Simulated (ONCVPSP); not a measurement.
# Lu: generating and testing an ONCV potential

Aim: build the potential from the settings below, then test how well it stands in for the atom: other configurations, scattering, ghost states and the plane-wave cutoff that it needs.

Program: ONCVPSP 4.0.1. Reference atom: LDA (Perdew-Wang 92), scalar-relativistic, spherical and spin-unpolarised. All values are calculated.

**1. The design**

Typed settings, in words:

```json
{"element": "lutetium (Lu, Z = 71)", "type": "optimised norm-conserving Vanderbilt (ONCV)", "frozen core": "[Kr] 4d10", "valence charge": "25", "reference configuration": "4f14 5s2 5p6 5d1 6s2", "partial waves": "5s+6s: rc 2.10 bohr, ncon 4, nbas 8, qcut 5.1 1/bohr, 3 projectors, debl 1 Ha; 5p: rc 1.85 bohr, ncon 4, nbas 9, qcut 6.9 1/bohr, 2 projectors, debl 0.5 Ha; 5d: rc 2.55 bohr, ncon 4, nbas 8, qcut 6.3 1/bohr, 3 projectors, debl 2.2 Ha; 4f: rc 0.80 bohr, ncon 3, nbas 8, qcut 22.2 1/bohr, 2 projectors, debl 2.1 Ha", "local potential": "polynomial inside 0.65 bohr (lpopt 3, dvloc0 -1 Ha)", "core correction": "Teter function, fcfact 5.5, rcfact 1.65"}
```

**2. Generating the potential**

Input file Lu.dat:

```
# ATOM AND REFERENCE CONFIGURATION
# atsym  z   nc   nv     iexc    psfile
  Lu 71.00    9    5  -001012      upf
#
#   n    l    f
    1    0    2.00
    2    0    2.00
    2    1    6.00
    3    0    2.00
    3    1    6.00
    3    2   10.00
    4    0    2.00
    4    1    6.00
    4    2   10.00
    4    3   14.00
    5    0    2.00
    5    1    6.00
    5    2    1.00
    6    0    2.00
#
# PSEUDOPOTENTIAL AND OPTIMIZATION
# lmax
    3
#
#   l,   rc,      ep,       ncon, nbas, qcut
    0    2.10    0.00    4    8    5.10
    1    1.85    0.00    4    9    6.90
    2    2.55    0.00    4    8    6.30
    3    0.80    0.00    3    8   22.20
#
# LOCAL POTENTIAL
# lloc, lpopt,  rc(5),   dvloc0
    4    3    0.65   -1.00
#
# VANDERBILT-KLEINMAN-BYLANDER PROJECTORs
# l, nproj, debl
    0    3    1.00
    1    2    0.50
    2    3    2.20
    3    2    2.10
#
# MODEL CORE CHARGE
# icmod, fcfact, rcfact
    3    5.50    1.65
#
# LOG DERIVATIVE ANALYSIS
# epsh1, epsh2, depsh
   -4.00    5.00    0.02
#
# OUTPUT GRID
# rlmax, drl
    6.00    0.01
#
# TEST CONFIGURATIONS
# ncnf
    4
# nvcnf
#   n    l    f
    5
    4    3   14.00
    5    0    2.00
    5    1    6.00
    5    2    1.00
    6    0    1.00
#
    5
    4    3   14.00
    5    0    2.00
    5    1    6.00
    5    2    1.00
    6    0    0.00
#
    5
    4    3   14.00
    5    0    2.00
    5    1    6.00
    5    2    0.00
    6    0    0.00
#
    6
    4    3   14.00
    5    0    2.00
    5    1    6.00
    5    2    1.00
    6    0    0.00
    6    1    2.00
#
```

On the command line:

```console
$ oncvpsp.x < Lu.dat > Lu.out
```

Before running it: what results should come out? Wanted: cutoffs for 1 and 0.1 mHa per electron, occupied waves; bound ghosts; GHOST(+) flags; largest test error; largest phase difference near zero energy, channels read; rms error of d²Exc/dn², without and with the model core; projector energies reset by the program.

As calculated:

```
                                                quantity                                                 value
  cutoffs for 1 and 0.1 mHa per electron, occupied waves                                     200 Ha and 219 Ha
                                            bound ghosts                       s at -257.62 eV, p at -83.82 eV
                                          GHOST(+) flags                                    none at low energy
                            largest test error (AE − PS)  -8.1 meV, for 4f14 5s2 5p6 5d1 6s0 (1 test unsolved)
largest phase difference near zero energy, channels read                                             0.000 rad
 rms error of d²Exc/dn², without and with the model core                                     4.95 and 2.77 mHa
                 projector energies reset by the program                                   p: -1.168, 0.250 Ha
```

In words: A bound ghost (s, p) makes it unfit for use: electrons can fall into a state that the atom doesn't have. The worst unpolarised test, 4f14 5s2 5p6 5d1 6s0, is off by 8.1 meV on 21.1 eV; by total energies transferability rates as good where solved. Atomic tests can pass in spite of a ghost, since they solve only for the levels asked. Of the tests 1 gave no usable energy difference, which is a warning in itself. The potential is very hard: the looser tolerance needs 200 Ha. At the looser tolerance the 4f wave is the slowest; 5p needs 14 Ha. Near zero energy the phases of the channels with partial waves agree within 0.001 rad. The pseudo curves have a pole with no partner nearby in the atom's: p at -3.08 Ha. All of this concerns the isolated atom, not yet a solid.
